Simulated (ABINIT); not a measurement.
TbO:

```
Tb O
1.0
     2.78384    0.00000    0.00000
     0.00000    2.78384    0.00000
     0.00000    0.00000    2.78384
Tb O
1 1
Direct
  0.00000 0.00000 0.00000
  0.50000 0.50000 0.50000
```

The cell comes from a database or a generator and needn't be the stable form of this composition.

Base run:

| Property | Result |
| --- | --- |
| Program | ABINIT 10.8.3 (patched build) |
| Functional | PBEsol |
| Potentials or basis | JTH PAW PBE v2.0 |
| Cutoff | 680 eV |
| k mesh | 7 × 7 × 7 |
| Occupations | gaussian, width 0.05 eV |
| Spin | collinear spin, ferromagnetic start |
| Starting moments | [6.0, 0.0] μB |
| Hubbard terms | Tb f U = 3 eV |

Its results: band gap on the k mesh none (metal or under the smearing width); pressure 44.0 GPa; net moment 6.07 μB per cell; site moments Tb +5.99; O +0.01 μB.

Q: The run is repeated on the same cell with these changes: functional from PBEsol to LDA; potentials or basis from JTH PAW PBE v2.0 to JTH PAW LDA v2.0. What comes out?

A: Band gap on the k mesh none (metal or under the smearing width); pressure 43.8 GPa; net moment 6.20 μB per cell; site moments Tb +6.11; O -0.01 μB.

Caveats: the magnetic or orbital state may not be the lowest; a pressure of tens of GPa on the cell as given is suspect, and the run, the potentials or the cell itself is likely at fault; spin-orbit coupling is left out, which moves the levels of the heavy elements; the PAW data sets were made with another functional, which shifts forces and pressure a little (some runs).
